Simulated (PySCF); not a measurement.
# [HfF2]2+: other functionals and bases at one geometry

Aim: see how levels, charges and forces of [HfF2]2+ depend on the level of theory. It is a constructed species; whether it can be made isn't addressed.

Program: PySCF 2.14.0. Level of theory: several levels, as the steps say, no spin–orbit coupling. These are calculated values, not measurements.

1 further run of the same task is left out (for a known fault of the program).

### 1 Where the work starts

3 atoms, charge 2, spin multiplicity 1.

Bond lengths: Hf1–F2 1.798 Å, Hf1–F3 1.798 Å. Angles: F2–Hf1–F3 101.4°.

As a file:

```xyz
3
F2Hf
Hf    0.0000    0.0000   -0.3853
F     1.3919    0.0000    0.7530
F    -1.3919    0.0000    0.7530
```

Formal oxidation states: Hf +4. An earlier session relaxed this geometry at PBE0, Hf def2-SVP with ECP60, F def2-SVP (singlet, point group C2v).

At PBE0 on the finer grid: E = -246.607348 Eh, HOMO -25.14 eV, LUMO -17.14 eV, Mulliken charge on Hf1 +2.15 e, largest force component 0.027 eV/Å. 

Levels to run: PBE; B3LYP; PBE0, TZVP. Hardware: 2 threads of Arm Neoverse V2, shared host.

### 2 PBE

run.py (the lines that set the calculation)

```python
mol = gto.M(atom='''
Hf     0.00000     0.00000    -0.38526
F      1.39190     0.00000     0.75299
F     -1.39190     0.00000     0.75299''',
    basis={'Hf': 'def2-SVP', 'F': 'def2-SVP'},
    ecp={'Hf': 'def2-SVP'},
    charge=2, spin=0)
mf = dft.RKS(mol, xc='PBE')
mf.grids.atom_grid = (75, 302)
mf = mf.density_fit()  # fitting sets: Hf def2-universal-JKFIT, F def2-universal-JKFIT
mf.conv_tol = 1e-08; mf.max_cycle = 55
mf.kernel(dm0)  # dm0: the density of the relaxed state
```

Launch:

```sh
OMP_NUM_THREADS=2 python run.py
```

### 3 B3LYP

Edit run.py (the lines that set the calculation) of step 2 so:

```diff
@@ -7,3 +7,3 @@
     charge=2, spin=0)
-mf = dft.RKS(mol, xc='PBE')
+mf = dft.RKS(mol, xc='B3LYP')
 mf.grids.atom_grid = (75, 302)
```

### 4 PBE0, TZVP

Basis: Hf def2-TZVP with ECP60, F def2-TZVP. 

run.py (the lines that set the calculation)

```python
mol = gto.M(atom='''
Hf     0.00000     0.00000    -0.38526
F      1.39190     0.00000     0.75299
F     -1.39190     0.00000     0.75299''',
    basis={'Hf': 'def2-TZVP', 'F': 'def2-TZVP'},
    ecp={'Hf': 'def2-TZVP'},
    charge=2, spin=0)
mf = dft.RKS(mol, xc='PBE0')
mf.grids.atom_grid = (75, 302)
mf = mf.density_fit()  # fitting sets: Hf def2-universal-JKFIT, F def2-universal-JKFIT
mf.conv_tol = 1e-08; mf.max_cycle = 55
mf.kernel(dm0)  # dm0: free metal ions and neutral atoms
```

What does the calculation give? Wanted: for each run, HOMO; gap; charge on Hf1; dipole; largest force.

The runs gave:

| level | state | HOMO (eV) | gap (eV) | charge on Hf1 (e) | dipole (D) | largest force (eV/Å) | basis functions | time |
| --- | --- | --- | --- | --- | --- | --- | --- | --- |
| PBE0 (relaxed here) | singlet | -25.14 | 8.01 | 2.15 | 5.24 | 0.03 | 60 | 2.3 s |
| PBE | singlet | -23.24 | 5.21 | 2.01 | 4.64 | 0.84 | 60 | 1.2 s |
| B3LYP | singlet | -24.81 | 7.21 | 2.12 | 5.14 | 0.46 | 60 | 1 s |
| PBE0, TZVP | singlet | -25.01 | 8.02 | 2.25 | 5.18 | 1.05 | 102 | 3 s |

Times are on 2 threads of Arm Neoverse V2, shared host; the first row also made further properties. The dipole of a charged species depends on the origin, so these sizes hold for this origin alone.

In one basis the HOMO–LUMO gap runs from 5.21 eV (PBE) to 8.01 eV (PBE0). The largest leftover force, 1.05 eV/Å with PBE0, TZVP, stands at a geometry relaxed at another level. The Mulliken charge on Hf spans +2.01 to +2.25 e over the levels. Total energies of different levels can't be compared. Spin–orbit coupling is left out throughout.
